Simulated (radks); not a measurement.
# Ir⁴¹⁺ in [Ar] 3d9 4s2 4p6 5s1: an all-electron calculation

What are the levels of the iridium ion Ir41+, how large are its shells, and how does its energy divide?

Program: radks (a radial shooting solver on a logarithmic mesh, Libxc functionals) version 1. Level of theory: scalar-relativistic Kohn-Sham, PBE, spin-polarised, spherical densities, finite nucleus; open shells are filled with parallel spins first. These are calculated values, not measurements, unless marked.

## (1) The atom as given

- element: iridium (Z = 77)
- charge: +41
- electrons: 36
- configuration: [Ar] 3d9 4s2 4p6 5s1
- nuclear rms radius: 5.4032 fm

The outer shells:

Ir⁴¹⁺
```
[Ar] core
3d [↑↓][↑↓][↑↓][↑↓][↑ ]
4s [↑↓]
4p [↑↓][↑↓][↑↓]
5s [↑ ]
```

## (2) The calculation

Input:

```text
Z 77
configuration [Ar] 3d9 4s2 4p6 5s1
relativity scalar-relativistic
functional pbe,pbe
spin polarised
nucleus finite rms 5.4032 fm
c 137.035999084
```

Started as:

```sh
$ python run_ks.py task.json out
```

The same process makes all the runs of this session.

Q: Predict the outcome of this run.

As calculated:

```
                        quantity                    value
                    total energy      -16661.6258 hartree
exchange-correlation share of it                   1.60 %
                            −T/E                   1.1193
          highest occupied level        5s up, -1323.7 eV
    most extended occupied level  5s up, <r> = 0.646 bohr
 radius at density 0.001 e/bohr³                1.27 bohr
    maxima of the radial density                        3
```

What this shows: 5 principal shells are occupied and 3 maxima appear in the radial density; where shells overlap, one shows as a shoulder or not at all. −T/E is 1.119: with relativity the kinetic term as defined here no longer equals −E. This is not the tabulated ground configuration, so its levels and sizes aren't those of the ground state, and no measured value stands beside it.
